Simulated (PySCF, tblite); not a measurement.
**C₆H₁₀O+ (doublet): geometry, infrared bands and EPR parameters**

What infrared bands and EPR parameters should C₆H₁₀O+ (doublet) (`[CH2+][CH]/C(C)=C/OC`) show?

The runs use tblite 0.8.0 and PySCF 2.14.0, with density-fitted response routines of our own; the level of theory stands in each step. All values are computed, except where a source is named. Atoms count from 0, in the outputs and in this text.

## 1. The starting structure

17 atoms, charge 1, multiplicity 2; geometry from: force field or distance geometry start.

Bonds of the start (Å): C0–C1 1.46, C1–C2 1.51, C2–C3 1.48, C2–C4 1.31, C4–O5 1.41, O5–C6 1.43, C0–H7 1.08, C0–H8 1.11, C1–H9 1.11, C3–H10 1.13, C3–H11 1.09, C3–H12 1.14, C4–H13 1.10, C6–H14 1.11, C6–H15 1.12, C6–H16 1.10.

## 2. Optimising the geometry with GFN2-xTB

What the job is given:

```
{"job": {"kind": "relax", "xc": "GFN2-xTB", "basis": "xTB"}, "charge": 1, "multiplicity": 2}
C     -2.884600     0.316000     0.568100
C     -1.552200     0.755400     0.962200
C     -0.447500     0.028700     0.238000
C     -0.668200    -1.409000    -0.054200
C      0.635000     0.675900    -0.133100
O      1.672700     0.035100    -0.835400
C      2.978700     0.488600    -0.460300
H     -3.142800    -0.077900    -0.402400
H     -3.718300     0.394300     1.293200
H     -1.357700     0.632000     2.048900
H      0.282900    -1.987900     0.120100
H     -1.051800    -1.630900    -1.046800
H     -1.400100    -1.752700     0.754700
H      0.749400     1.748700     0.087800
H      3.685400    -0.104200    -1.086000
H      3.184900     0.353400     0.634500
H      3.027200     1.546700    -0.750800
```

On the command line:

```
> OMP_NUM_THREADS=1 python probes_run.py task.json out
```

This one command runs all jobs of the session in turn.

**Question.** This job is followed by: GFN2-xTB harmonic vibrations, gas phase; UKS B3LYP, pcH-1 on C H O, non-relativistic, mean-field spin-orbit, GIAO. Predict these results of the whole session: strongest single infrared mode (GFN2-xTB); zero-point energy (GFN2-xTB); g(iso) (B3LYP); ⟨S²⟩; largest a(iso) (averaged by class).

**Answer**, as computed:

```
                                 quantity                  value
strongest single infrared mode (GFN2-xTB)  1493 cm⁻¹, 140 km/mol
             zero-point energy (GFN2-xTB)          88.1 kcal/mol
                           g(iso) (B3LYP)                2.00334
                                     ⟨S²⟩     0.766 (exact 0.75)
       largest a(iso) (averaged by class)    13C on C0, 33.6 MHz
```

What this shows: Over 127 steps the energy fell by 2.256 eV; of the close pairs, C4–O5 changed most, 1.407 to 1.290 Å. No mode is imaginary among the 45: a minimum at this level. The strongest single mode, at 1493 cm⁻¹, moves mainly C4 and C2. Unscaled tight-binding wavenumbers are off by several per cent, some by more. Its intensities can rank the bands wrongly. C0 carries the largest spin population, 0.46 e. The isotropic g lies 1.0 ppt above the free-electron value. These values are for one conformer; the search (at its own cheap level) found 2 more, at 0.00, 6.78 kcal/mol (those within 0.05 may be mirror or relabelled copies), and measured spectra average over such forms.
